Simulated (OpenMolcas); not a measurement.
# Eu³⁺ among point charges: CASSCF levels and susceptibility

How does a field of 8 point charges split the states of Eu³⁺, and what χT follows?

Method: state-averaged CASSCF, spin-orbit coupling by RASSI with atomic mean-field integrals. Code: OpenMolcas 26.06.

## Step 1: The atom as given

```
Species                           : Eu³⁺ (europium, Z = 63, 60 electrons)
Basis                             : ANO-RCC-VDZP [7s6p4d2f1g], 68 functions
Scalar Hamiltonian                : DKH2, point nucleus
Inactive shells                   : 1s 2s 2p 3s 3p 3d 4s 4p 4d 5s 5p
Active space                      : 6 electrons in 7 orbitals (4f)
Some configurations of this space : 4f⁶
Orbitals                          : optimised for the highest spin of each parity, averaged over all roots
```

The outer shells:

4f6
```
4f [↑ ][↑ ][↑ ][↑ ][↑ ][↑ ][  ]
```

The ion sits among 8 point charges of -1 e arranged as a square antiprism (D4d), 2.3 Å from the ion, with a polar angle of 52.1° against the regular 57.3°.

Each step is its own input file, run in one work folder so that later steps find the files of earlier ones. Labels, J, g values, rates, χT and fits are worked out afterwards by a script from the matrices that RASSI stores.

## Step 2: GATEWAY and SEWARD: basis and integrals

Input file a.inp:

```
&GATEWAY
Coord
1

Eu 0.0 0.0 0.0
Basis=ANO-RCC-VDZP
Group=NoSym
NoMove
AngMom=0.0 0.0 0.0
AMFI
XField
8 Angstrom 0
1.677722 0.694935 1.411494 -1.000000
-0.694935 1.677722 1.411494 -1.000000
-1.677722 -0.694935 1.411494 -1.000000
0.694935 -1.677722 1.411494 -1.000000
1.677722 -0.694935 -1.411494 -1.000000
0.694935 1.677722 -1.411494 -1.000000
-1.677722 0.694935 -1.411494 -1.000000
-0.694935 -1.677722 -1.411494 -1.000000
&SEWARD
```

Started as:

```console
$ OMP_NUM_THREADS=1 MOLCAS_MEM=2252 MOLCAS_PROJECT=a pymolcas a.inp > a.log
```

## Step 3: CASSCF: septets, 7 roots

Input file a.inp:

```
&RASSCF
FileOrb=start.orb
Symmetry=1
Spin=7
nActEl=6 0 0
Inactive=27
Ras2=7
CIRoot=7 7 1
SDav=7
CIMx=300
Iter=120 100
PrWF=0.3
OrbListing=Nothing
MaxOrb=0
>>> COPY $Project.JobIph JOB001
```

start.orb holds the contracted functions of the basis, ordered by shell, or the orbitals of the step before.

## Step 4: Reference wave functions, quintets, 140 roots

Input file a.inp:

```
&RASSCF
FileOrb=start.orb
Symmetry=1
Spin=5
nActEl=6 0 0
Inactive=27
Ras2=7
CIRoot=140 140 1
SDav=140
CIMx=300
Iter=120 100
PrWF=0.3
OrbListing=Nothing
MaxOrb=0
CIOnly
>>> COPY $Project.JobIph JOB002
```

## Step 5: CASSCF: triplets, 162 roots

Input file a.inp:

```
&RASSCF
FileOrb=start.orb
Symmetry=1
Spin=3
nActEl=6 0 0
Inactive=27
Ras2=7
CIRoot=162 162 1
SDav=588
CIMx=300
Iter=120 100
PrWF=0.3
OrbListing=Nothing
MaxOrb=0
CIOnly
>>> COPY $Project.JobIph JOB003
```

## Step 6: State interaction with spin-orbit coupling

Input file a.inp:

```
&RASSI
NrOfJobIphs=3 7 77 3
1 2 3 4 5 6 7
1 2 3 4 5 6 7 8 9 10 11 12 13 14 15 16 17 18 19 20 21 22 23 24 25 26 27
28 29 30 31 32 33 34 35 36 37 38 39 40 41 42 43 44 45 46 47 48 49 50 51
52 53 54 55 56 57 58 59 60 61 62 63 64 65 66 67 68 69 70 71 72 73 74 75
76 77
1 2 3
IphNames
JOB001
JOB002
JOB003
EJob
SpinOrbit
DIPRint=1.0
SOCoupling=1000.0
Subsets=2
Property=9
'ANGMOM' 1 'ANGMOM' 2 'ANGMOM' 3 'MLTPL  1' 1 'MLTPL  1' 2 'MLTPL  1' 3
'AMFI' 1 'AMFI' 2 'AMFI' 3
SOProperty=3
'ANGMOM' 1 'ANGMOM' 2 'ANGMOM' 3
```

**Question.** What will these runs give? Wanted: spin-free ground state; first state of the same spin within the active space; lowest level; next level.

As calculated:

| quantity | value |
| --- | --- |
| method | CASSCF |
| spin-free ground state | septet, 2-fold in its orbital part |
| first state of the same spin within the active space | septet at 44.4 cm⁻¹ |
| lowest level | 1-fold |
| next level | 312.5 cm⁻¹ |
| χT at 300 K | 1.33 cm³ K/mol |
| effective moment at 300 K | 3.26 μB |

The spin-free ground state (septet) comes to 100 % from free-ion F terms and keeps the highest spin of the shell. The quintets, triplets rest on orbitals optimised for another spin in at least one step, which raises them against the optimised states. Not all states of the active space went into the spin-orbit step. High states of lower spin are left out of the spin-orbit mixing, and CASSCF puts spin-flip levels too high. This is an electrostatic model: the charges have no orbitals.
